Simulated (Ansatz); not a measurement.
# C3H6GeS: a ladder of functionals and wavefunction methods

How much do the methods differ for C3H6GeS? The plan is to run it at one geometry with functionals of several rungs and with coupled cluster. The yardstick is the atomisation energy at the CCSD(T) limit.

Computed with Ansatz 0.2.0, Gaussian basis. Level: functionals in def2-TZVPP, the program's frozen cores in correlated methods.

The runs, in order: LDA (SPW92), PBE-D4, revPBE-D4, BLYP-D4, r2SCAN-D4, B97M-V, PBE0-D4, B3LYP-D4, r2SCANh-D4, r2SCAN0-D4, HSE06-D4, BHLYP-D4, CAM-B3LYP-D4, LC-ωPBE, ωB97X-V, ωB97M-V, B2PLYP, PBE-QIDH; CCSD(T)/def2-SVP; CCSD(T)/def2-TZVPP; MP2/def2-QZVPP; extrapolation to the limit; RPA on PBE.

**1. The relaxed structure**

All runs share one geometry, relaxed beforehand with PBE0-D4 in a triple-zeta def2 set.

SMILES `[GeH3]/[CH]=C1\CS1`, 11 atoms, charge 0, spin multiplicity 1.

Atoms are counted from 1 here; the program's logs count them from 0.

Bond lengths: Ge1–C2 1.934 Å, Ge1–H6 1.539 Å, Ge1–H7 1.537 Å, Ge1–H8 1.539 Å, C2–C3 1.321 Å, C2–H9 1.085 Å, C3–C4 1.451 Å, C3–S5 1.731 Å, C4–S5 1.833 Å, C4–H10 1.086 Å, C4–H11 1.086 Å. Angles: C2–Ge1–H6 110.5°, C2–Ge1–H7 108.7°, C2–Ge1–H8 110.6°, H6–Ge1–H7 109.5°, H6–Ge1–H8 108.1°, H7–Ge1–H8 109.4°, Ge1–C2–C3 121.3°, Ge1–C2–H9 119.8°, C3–C2–H9 118.9°, C2–C3–C4 145.8°, C2–C3–S5 144.5°, C4–C3–S5 69.7°, C3–C4–S5 62.3°, C3–C4–H10 118.9°, C3–C4–H11 118.9°, S5–C4–H10 115.3°, S5–C4–H11 115.3°, H10–C4–H11 115.4° and more.

**2. LDA**

This LDA is Slater exchange with PW92 correlation.

Input file in.yaml:

```yaml
crystal:
  periodic: [false, false, false]
  atoms:
    - {symbol: Ge, position_ang: [-1.756375, 0.347068, 0.215226]}
    - {symbol: C, position_ang: [-0.081194, -0.137090, 1.050807]}
    - {symbol: C, position_ang: [1.024378, -0.275223, 0.341902]}
    - {symbol: C, position_ang: [1.617379, -0.213583, -0.981331]}
    - {symbol: S, position_ang: [2.711084, -0.654282, 0.422703]}
    - {symbol: H, position_ang: [-2.303521, 1.652166, 0.820646]}
    - {symbol: H, position_ang: [-1.516908, 0.540380, -1.290885]}
    - {symbol: H, position_ang: [-2.807583, -0.756870, 0.429487]}
    - {symbol: H, position_ang: [-0.041697, -0.301125, 2.123037]}
    - {symbol: H, position_ang: [1.416536, -1.017123, -1.683627]}
    - {symbol: H, position_ang: [1.803301, 0.758783, -1.427566]}
basis:
  gaussian: {orbitals: def2-TZVPP}
hamiltonian: {xc: lda}
output: {orbitals: {seedname: orbitals}}
```

Command:

```
$ ansatz run in.yaml --threads 4 --pin off --events-out ev --progress --plain --max-ram 10444MiB
```

After this run come: PBE-D4 (GGA); revPBE-D4 (GGA); BLYP-D4 (GGA); r2SCAN-D4 (meta-GGA); B97M-V (meta-GGA); B3LYP-D4 (hybrid); r2SCANh-D4 (hybrid); r2SCAN0-D4 (hybrid); HSE06-D4 (hybrid); BHLYP-D4 (hybrid); CAM-B3LYP-D4 (range-separated); LC-ωPBE (range-separated); ωB97X-V (range-separated); ωB97M-V (range-separated); B2PLYP (double hybrid); PBE-QIDH (double hybrid); CCSD(T) in def2-SVP; CCSD(T) in def2-TZVPP; MP2 in def2-QZVPP; RPA on PBE orbitals.

Q: Predict the results of all the runs planned. Wanted: atomisation energy, CCSD(T)/CBS; farthest beyond LDA; mean size of error, GGA; mean size of error, meta-GGA; mean size of error, hybrid; mean size of error, range-separated; mean size of error, double hybrid; gap, smallest and largest; T1 diagnostic.

As calculated:

| quantity | value |
| --- | --- |
| atomisation energy, CCSD(T)/CBS | 3978.9 kJ/mol |
| functionals within 39.8 kJ/mol (1.0 %) | revPBE-D4, BLYP-D4, r2SCAN-D4, PBE0-D4, B3LYP-D4, r2SCANh-D4, r2SCAN0-D4, CAM-B3LYP-D4, LC-ωPBE, ωB97X-V, ωB97M-V, PBE-QIDH |
| farthest beyond LDA | BHLYP-D4 (-128.7 kJ/mol) |
| mean size of error, GGA | 46.4 kJ/mol |
| mean size of error, meta-GGA | 42.0 kJ/mol |
| mean size of error, hybrid | 42.2 kJ/mol |
| mean size of error, range-separated | 10.5 kJ/mol |
| mean size of error, double hybrid | 25.0 kJ/mol |
| gap, smallest and largest | 4.16 eV (LDA (SPW92)), 10.99 eV (LC-ωPBE) |
| T1 diagnostic | 0.0125 |
| triples share of the correlation energy | 4.6 % |

In words: The LDA atomisation energy is off by 628.8 kJ/mol (16 %): it overbinds. PBE-D4 is off by +110.7 kJ/mol. Double hybrids carry the basis error of their MP2 part in triple zeta, and no dispersion term here, so their miss is partly the set-up's. The rungs range-separated, double hybrid miss on average by less than the doubt on the reference (39.8 kJ/mol), so they tie. The reference freezes the cores and leaves out relativity and excitations past (T), and its outer-core shells are covered unevenly, so misses under about 39.8 kJ/mol can't be ranked. Hartree-Fock recovers 71 % of the binding; the rest is correlation. CCSD(T) in def2-SVP is off by -211.3 kJ/mol, worse than the median functional, from the basis alone. The gap grows from 4.2 to 11.0 eV across the functionals, mostly with the share of exact exchange. Correlated methods include outer-core shells of Ge, which these sets cover unevenly.
